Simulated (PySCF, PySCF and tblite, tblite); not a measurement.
# C4H3F5: telling isomers apart by computed NMR, part 3 of 3

PySCF and tblite. Atoms count from 0. Earlier steps stand in the parts before.

## (11) Shieldings, isomer A, conformer 1: PBE/pcSseg-1 in acetonitrile

Job settings and geometry (Å):

```
{"job": {"xc": "PBE", "basis": "pcSseg-1", "solvent": "acetonitrile", "kind": "nmr", "pop": false}, "charge": 0, "multiplicity": 1}
F     -2.309435     1.012384    -0.194065
C     -1.939505    -0.210957     0.274569
C     -0.459138    -0.405071     0.157655
F     -0.075802    -1.600638     0.613408
C      0.408298     0.470551    -0.331255
C      1.880683     0.201766    -0.415265
F      2.171529    -0.858137    -1.185369
F      2.434764    -0.034500     0.783850
F      2.532247     1.246743    -0.939484
H     -2.248634    -0.278455     1.325457
H     -2.468602    -0.972498    -0.312454
H      0.074794     1.428126    -0.693820
```

The log of the run:

```text
coarse grid: 11640 points
cycle   1  E = -652.4466000409  dE =  1.312e+00  |g| = 1.026e+00  |ddm| = 3.130e+00
cycle   2  E = -652.0592977233  dE =  3.873e-01  |g| = 1.891e+00  |ddm| = 1.838e+00
cycle   3  E = -652.6084832828  dE = -5.492e-01  |g| = 1.263e-01  |ddm| = 1.243e+00
cycle   4  E = -652.6112521667  dE = -2.769e-03  |g| = 7.206e-02  |ddm| = 1.642e-01
cycle   5  E = -652.6123171234  dE = -1.065e-03  |g| = 2.915e-02  |ddm| = 6.828e-02
cycle   6  E = -652.6124936298  dE = -1.765e-04  |g| = 7.547e-03  |ddm| = 2.446e-02
cycle   7  E = -652.6125061329  dE = -1.250e-05  |g| = 2.781e-03  |ddm| = 7.305e-03
cycle   8  E = -652.6125072983  dE = -1.165e-06  |g| = 5.383e-04  |ddm| = 2.359e-03
final grid: 118968 points
cycle   9  E = -652.7271539828  dE = -6.430e-05  |g| = 1.395e-02  |ddm| = 3.787e-02
cycle  10  E = -652.7270763760  dE =  7.761e-05  |g| = 2.591e-02  |ddm| = 2.572e-02
cycle  11  E = -652.7271908311  dE = -1.145e-04  |g| = 2.195e-03  |ddm| = 1.713e-02
cycle  12  E = -652.7271916644  dE = -8.332e-07  |g| = 4.819e-04  |ddm| = 2.134e-03
cycle  13  E = -652.7271916912  dE = -2.683e-08  |g| = 1.976e-04  |ddm| = 4.488e-04
cycle  14  E = -652.7271916975  dE = -6.301e-09  |g| = 3.977e-05  |ddm| = 1.701e-04
cycle  15  E = -652.7271916978  dE = -2.510e-10  |g| = 1.830e-05  |ddm| = 4.350e-05
converged SCF energy = -652.7271916978

GIAO shielding tensors (ppm)
atom      isotropic    diamagn.    paramagn.     s11        s22        s33       span
  0 F      430.907     473.630     -42.723    403.480    411.219    478.021     74.541
  1 C       97.346     242.303    -144.957     72.118     72.888    147.032     74.914
  2 C        5.168     251.688    -246.520    -87.026     35.630     66.901    153.928
  3 F      257.450     474.756    -217.305    147.209    205.721    419.421    272.212
  4 C       79.872     259.639    -179.767     -7.025    105.805    140.835    147.860
  5 C       45.137     241.596    -196.459     39.303     46.525     49.585     10.282
  6 F      224.434     474.320    -249.886    154.918    205.578    312.808    157.890
  7 F      224.725     474.781    -250.056    155.229    205.958    312.988    157.759
  8 F      234.860     471.164    -236.304    170.355    205.340    328.885    158.530
  9 H       25.918      26.384      -0.467     22.143     26.134     29.475      7.332
 10 H       25.918      26.212      -0.294     22.145     26.135     29.474      7.329
 11 H       25.886      32.388      -6.501     23.074     24.089     30.496      7.421
```

It took 24 s on 1 thread of Arm Neoverse N1, shared host; peak memory 0.68 GiB.

Key values: HOMO -6.87 eV, LUMO -1.51 eV; dipole 3.37 D.

## (12) Shieldings, isomer A, conformer 2: PBE/pcSseg-1 in acetonitrile

Job settings and geometry (Å):

```
{"job": {"xc": "PBE", "basis": "pcSseg-1", "solvent": "acetonitrile", "kind": "nmr", "pop": false}, "charge": 0, "multiplicity": 1}
F      2.297984    -0.959986     0.013663
C      1.954836     0.257966     0.515121
C      0.468088     0.452059     0.495013
F      0.123765     1.646305     0.981371
C     -0.415724    -0.432321     0.055928
C     -1.901534    -0.255618     0.028047
F     -2.335379     0.913456     0.497857
F     -2.513411    -1.213765     0.747031
F     -2.376070    -0.370120    -1.225379
H      2.329938     0.317317     1.544788
H      2.444493     1.025858    -0.097226
H     -0.075786    -1.381835    -0.326083
```

The log of the run:

```text
coarse grid: 11640 points
cycle   1  E = -652.4486501434  dE =  1.313e+00  |g| = 1.024e+00  |ddm| = 3.145e+00
cycle   2  E = -652.0657743263  dE =  3.829e-01  |g| = 1.886e+00  |ddm| = 1.803e+00
cycle   3  E = -652.6099946554  dE = -5.442e-01  |g| = 1.257e-01  |ddm| = 1.214e+00
cycle   4  E = -652.6127722260  dE = -2.778e-03  |g| = 6.985e-02  |ddm| = 1.590e-01
cycle   5  E = -652.6137426063  dE = -9.704e-04  |g| = 2.658e-02  |ddm| = 6.357e-02
cycle   6  E = -652.6138769330  dE = -1.343e-04  |g| = 7.808e-03  |ddm| = 2.212e-02
cycle   7  E = -652.6138903439  dE = -1.341e-05  |g| = 2.877e-03  |ddm| = 7.402e-03
cycle   8  E = -652.6138916831  dE = -1.339e-06  |g| = 5.369e-04  |ddm| = 2.424e-03
final grid: 118968 points
cycle   9  E = -652.7274055520  dE = -6.179e-05  |g| = 1.381e-02  |ddm| = 3.479e-02
cycle  10  E = -652.7273275701  dE =  7.798e-05  |g| = 2.582e-02  |ddm| = 2.528e-02
cycle  11  E = -652.7274421532  dE = -1.146e-04  |g| = 2.212e-03  |ddm| = 1.685e-02
cycle  12  E = -652.7274430133  dE = -8.601e-07  |g| = 4.634e-04  |ddm| = 2.077e-03
cycle  13  E = -652.7274430383  dE = -2.497e-08  |g| = 1.870e-04  |ddm| = 4.164e-04
cycle  14  E = -652.7274430436  dE = -5.352e-09  |g| = 3.501e-05  |ddm| = 1.533e-04
cycle  15  E = -652.7274430438  dE = -1.869e-10  |g| = 1.554e-05  |ddm| = 3.921e-05
converged SCF energy = -652.7274430438

GIAO shielding tensors (ppm)
atom      isotropic    diamagn.    paramagn.     s11        s22        s33       span
  0 F      430.280     474.496     -44.216    402.057    410.624    478.158     76.101
  1 C       97.567     242.131    -144.564     72.179     73.017    147.505     75.326
  2 C        7.749     251.402    -243.653    -79.076     36.874     65.449    144.525
  3 F      266.901     474.421    -207.520    153.745    212.794    434.163    280.418
  4 C       83.293     261.298    -178.005     -2.658    105.012    147.524    150.181
  5 C       45.094     240.555    -195.461     40.498     46.383     48.402      7.905
  6 F      249.173     474.154    -224.981    169.478    249.602    328.438    158.960
  7 F      222.658     471.466    -248.808    142.230    210.633    315.111    172.882
  8 F      222.648     472.826    -250.177    142.220    210.632    315.094    172.874
  9 H       25.967      25.924       0.042     22.225     26.119     29.556      7.331
 10 H       25.970      26.542      -0.573     22.223     26.130     29.556      7.333
 11 H       26.153      32.423      -6.270     23.509     24.236     30.712      7.203
```

It took 24 s on 1 thread of Arm Neoverse N1, shared host; peak memory 0.68 GiB.

This run: HOMO -6.87 eV, LUMO -1.38 eV; dipole 3.39 D.

## (13) The ensemble, isomer A: properties at PBE/pcSseg-1 in acetonitrile

Job settings and geometry (Å):

```
{"job": {"study": "conf", "smiles": "FC/C(F)=C/C(F)(F)F", "search": {"seed": 6903, "n_embed": 60, "ff_keep": 14, "window": 2.5, "nmax": 6, "temps": [250, 298.15, 350], "t_ref": 298.15, "order": 0.0005}, "level": {"nmr": {"xc": "PBE", "basis": "pcSseg-1", "solvent": "acetonitrile"}, "change": "PBE/pcSseg-1; solvent acetonitrile"}, "kind": "conf"}, "charge": 0, "multiplicity": 1}
F      2.297984    -0.959986     0.013663
C      1.954836     0.257966     0.515121
C      0.468088     0.452059     0.495013
F      0.123765     1.646305     0.981371
C     -0.415724    -0.432321     0.055928
C     -1.901534    -0.255618     0.028047
F     -2.335379     0.913456     0.497857
F     -2.513411    -1.213765     0.747031
F     -2.376070    -0.370120    -1.225379
H      2.329938     0.317317     1.544788
H      2.444493     1.025858    -0.097226
H     -0.075786    -1.381835    -0.326083
```

The log of the run:

```text
conformer  sym    E(xTB)   E(DFT)   G(298.15 K)  weight  dipole/D
    1     Cs      0.000    0.127    0.145   0.4392    3.369
    2     Cs      0.385    0.000    0.000   0.5608    3.391

mean shielding (ppm) by class
class atoms           250 K   298.15 K      350 K
  0 F  0             430.55    430.555    430.558
  1 C  1             97.472      97.47     97.469
  2 C  2              6.635      6.616      6.601
  3 F  3            262.821     262.75    262.698
  4 C  4             81.816      81.79     81.771
  5 C  5             45.113     45.113     45.113
  6 F  6,7,8        229.988    229.962    229.942
  7 H  9,10          25.946     25.946     25.946
  8 H  11            26.038     26.036     26.034
```

Run time: 49 s. Hardware: 1 thread of Arm Neoverse N1, shared host. This counts the runs that the step sums up.

Against the first level, at 298 K (shieldings, ppm; largest changes first):

```
     atoms  PBE0/pcSseg-1  PBE/pcSseg-1 in acetonitrile  change
        F3          283.1                         262.8   -20.3
F6, F7, F8          244.2                         230.0   -14.2
        C5           55.5                          45.1   -10.3
        F0          438.8                         430.6    -8.2
        C1          105.4                          97.5    -8.0
        C2           13.5                           6.6    -6.9
   H9, H10          26.42                         25.95   -0.47
        C4           81.6                          81.8    +0.2
       H11          26.14                         26.04   -0.10
```

Weights: from PBE0/pcSseg-1 energies 1: 46 %, 2: 54 %; from PBE/pcSseg-1 in acetonitrile energies 1: 44 %, 2: 56 % (with a dispersion term where the level has one and the same thermal terms, so they don't follow from the SCF energies alone). Times: 74 s and 49 s.

## (14) Assigning the signals

Job settings and geometry (Å):

```
{"job": {"study": "set", "relation": "E/Z isomers", "members": [{"smiles": "[F:1][CH2:2]/[C:3]([F:4])=[CH:5]/[C:6]([F:7])([F:8])[F:9]"}, {"smiles": "[F:1][CH2:2]/[C:3]([F:4])=[CH:5]\\[C:6]([F:7])([F:8])[F:9]"}], "charge": 0, "search": {"seed": 6903, "n_embed": 60, "ff_keep": 14, "window": 2.5, "nmax": 6, "temps": [250, 298.15, 350], "t_ref": 298.15, "order": 0.0005}, "level": {"nmr": {"xc": "PBE0", "basis": "pcSseg-1"}}, "dp4": {"C": [1.5, 10], "H": [0.2, 10]}, "second_levels": [{"nmr": {"xc": "PBE", "basis": "pcSseg-1", "solvent": "acetonitrile"}, "wide": true, "change": "PBE/pcSseg-1; solvent acetonitrile"}], "kind": "set"}, "charge": 0, "multiplicity": 1}
F     -2.309435     1.012384    -0.194065
C     -1.939505    -0.210957     0.274569
C     -0.459138    -0.405071     0.157655
F     -0.075802    -1.600638     0.613408
C      0.408298     0.470551    -0.331255
C      1.880683     0.201766    -0.415265
F      2.171529    -0.858137    -1.185369
F      2.434764    -0.034500     0.783850
F      2.532247     1.246743    -0.939484
H     -2.248634    -0.278455     1.325457
H     -2.468602    -0.972498    -0.312454
H      0.074794     1.428126    -0.693820
```

The log of the run:

```text
isomer  G rel   conformers  SMILES
A     0.000      2   FC/C(F)=C/C(F)(F)F
B     1.539      3   FC/C(F)=C\C(F)(F)F

signals of isomer A at the second level: probabilities [0.99999, 1e-05]
```

Run time: 3.7 min. Hardware: 1 thread of Arm Neoverse N1, shared host; peak memory 0.85 GiB. This counts the whole study up to here.

The 2 candidates (E/Z isomers), with energies and dipoles from their ensembles above, at 298 K; shieldings at PBE0/pcSseg-1:

```
isomer              SMILES  conformers    ΔE    ΔG  μ rms (D)
     A  FC/C(F)=C/C(F)(F)F           2  0.00  0.00       2.94
     B  FC/C(F)=C\C(F)(F)F           3  2.04  1.54       1.49
```

Energies in kcal/mol.

The signals of isomer A, computed at a second level (PBE/pcSseg-1 in acetonitrile), stand in for a spectrum. The test takes 4 C values, 3 H values (hydrogens on carbon alone). Each candidate's shieldings are matched to them by assigned atoms (like hydrogens of one group may swap) by a straight-line fit, or by a shift alone where signals are few or close (slope 1; a small slope inflates the errors), and the errors are weighed by Student-t tails (C: width 1.5 ppm, H: width 0.2 ppm).

```
candidate  C slope  C mean error  C largest  H slope  H mean error  H largest   P(C)  P(H)  P(all)
        A     0.97           3.5        5.8     1.00          0.16       0.25  100.0  69.6   100.0
        B     0.99           6.1       10.4     1.00          0.20       0.31    0.0  30.4     0.0
```

Errors in ppm, probabilities in per cent.

## (15) Results

What follows sums up all 3 parts.

| quantity | value |
| --- | --- |
| conformers, isomer A | 2; the first in weight is no. 2 (Cs), 54 % at 298 K |
| root-mean-square dipole, isomer A | 2.94 D |
| averaged 13C shifts, isomer A (PBE0/pcSseg-1) | 173.4, 131.5, 105.4, 81.5 ppm |
| averaged 1H shifts, isomer A (PBE0/pcSseg-1) | 5.58, 5.30 ppm |
| averaged 19F shifts, isomer A (PBE0/pcSseg-1) | -73.2, -112.1, -267.8 ppm |
| conformers, isomer B | 3; the first in weight is no. 2 (C1), 55 % at 298 K |
| root-mean-square dipole, isomer B | 1.49 D |
| averaged 13C shifts, isomer B (PBE0/pcSseg-1) | 178.2, 132.2, 112.3, 80.7 ppm |
| averaged 1H shifts, isomer B (PBE0/pcSseg-1) | 5.95, 5.57 ppm |
| averaged 19F shifts, isomer B (PBE0/pcSseg-1) | -69.5, -94.0, -260.2 ppm |
| lowest in free energy | isomer A |
| signals of A (PBE/pcSseg-1 in acetonitrile) | best fit A, 100 % |

**Reading.** Conformer 2 leads for isomer A with 54 % at 298 K, and its share goes from 54 % at 250 K to 54 % at 350 K. Among conformers of isomer A over 5 %, C4 differs by 3.4 ppm, while the average moves by 0.0 ppm from 250 to 350 K. Conformer 2 leads for isomer B with 55 % at 298 K, and its share goes from 56 % at 250 K to 53 % at 350 K. xTB puts no. 1 lowest, DFT no. 2. Among conformers of isomer B over 5 %, C4 differs by 3.0 ppm, while the average moves by 0.0 ppm from 250 to 350 K. Between PBE0/pcSseg-1 and PBE/pcSseg-1 in acetonitrile, F3 of isomer A changes most, by 20.3 ppm of raw shielding; the energies behind both averages, dispersion terms included where typed, rank the same conformer first. The test names the right isomer, A, with 100 %. The stand-in spectrum is computed, so it shares geometries and errors with the candidates; a measured one would test harder.
